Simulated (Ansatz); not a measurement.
# H₅N₂O₂V: how energies converge with the basis set

One table from this session's results is given with a row withheld; the runs are named, their logs left out.

Method: one geometry, several basis sets; program: Ansatz 0.2.0, Gaussian basis.

The runs, in order: PBE0-D4/def2-SVP; ωB97M-V/def2-SVP; PBE0-D4/def2-QZVPP; ωB97M-V/def2-QZVPP; the functionals' def2-TZVPP values are taken from earlier runs.

### The relaxed structure

The geometry comes from an earlier relaxation with PBE0-D4 in a triple-zeta def2 set; it is a stationary point, not always the lowest conformer.

SMILES `[NH]=[V]([NH2])([OH])[OH]`, 10 atoms, charge 0, spin multiplicity 1.

Atoms are counted from 1 here; the program's logs count them from 0.

Bond lengths: N1–V2 1.607 Å, N1–H6 1.010 Å, V2–N3 1.828 Å, V2–O4 1.778 Å, V2–O5 1.778 Å, N3–H7 1.011 Å, N3–H8 1.006 Å, O4–H9 0.958 Å, O5–H10 0.958 Å. Angles: V2–N1–H6 175.8°, N1–V2–N3 104.1°, N1–V2–O4 111.4°, N1–V2–O5 111.4°, N3–V2–O4 110.7°, N3–V2–O5 110.7°, O4–V2–O5 108.5°, V2–N3–H7 120.6°, V2–N3–H8 127.2°, H7–N3–H8 112.1°, V2–O4–H9 123.2°, V2–O5–H10 123.2°.

Set-up of the first run:

The input, in.yaml:

```yaml
crystal:
  periodic: [false, false, false]
  atoms:
    - {symbol: N, position_ang: [-1.106295, 0.505557, -0.902980]}
    - {symbol: V, position_ang: [0.070168, 0.208235, 0.151201]}
    - {symbol: N, position_ang: [0.502591, -1.542931, -0.145777]}
    - {symbol: O, position_ang: [-0.482825, 0.443638, 1.824334]}
    - {symbol: O, position_ang: [1.475928, 1.259159, -0.131704]}
    - {symbol: H, position_ang: [-1.848097, 0.760763, -1.539476]}
    - {symbol: H, position_ang: [1.229360, -1.992708, 0.394533]}
    - {symbol: H, position_ang: [0.089773, -2.165972, -0.818772]}
    - {symbol: H, position_ang: [-1.395243, 0.624213, 2.055292]}
    - {symbol: H, position_ang: [1.547842, 1.848844, -0.883749]}
basis:
  gaussian: {orbitals: def2-SVP}
hamiltonian: {xc: pbe0, dispersion: d4}
output: {orbitals: {seedname: orbitals}}
```

On the command line:

```
$ ansatz run in.yaml --threads 4 --pin off --events-out ev --progress --plain --max-ram 10444MiB
```

Steps of the session up to this table: PBE0-D4 in def2-SVP; ωB97M-V in def2-SVP; PBE0-D4 in def2-QZVPP; ωB97M-V in def2-QZVPP.

One of the session's tables, all rows but one given; the rest of the session is left out.

It belongs to the step «Functionals by basis». 

```
functional       basis  HOMO (eV)
   PBE0-D4    def2-SVP      -6.99
   PBE0-D4  def2-TZVPP          ?
   PBE0-D4  def2-QZVPP      -7.38
   ωB97M-V    def2-SVP      -9.28
   ωB97M-V  def2-TZVPP      -9.64
   ωB97M-V  def2-QZVPP      -9.69
```

Q: Estimate the row for PBE0-D4, def2-TZVPP from the others.

The run gave: HOMO (eV): -7.33. In the column «HOMO (eV)» it lies between PBE0-D4, def2-QZVPP (-7.38) and PBE0-D4, def2-SVP (-6.99).
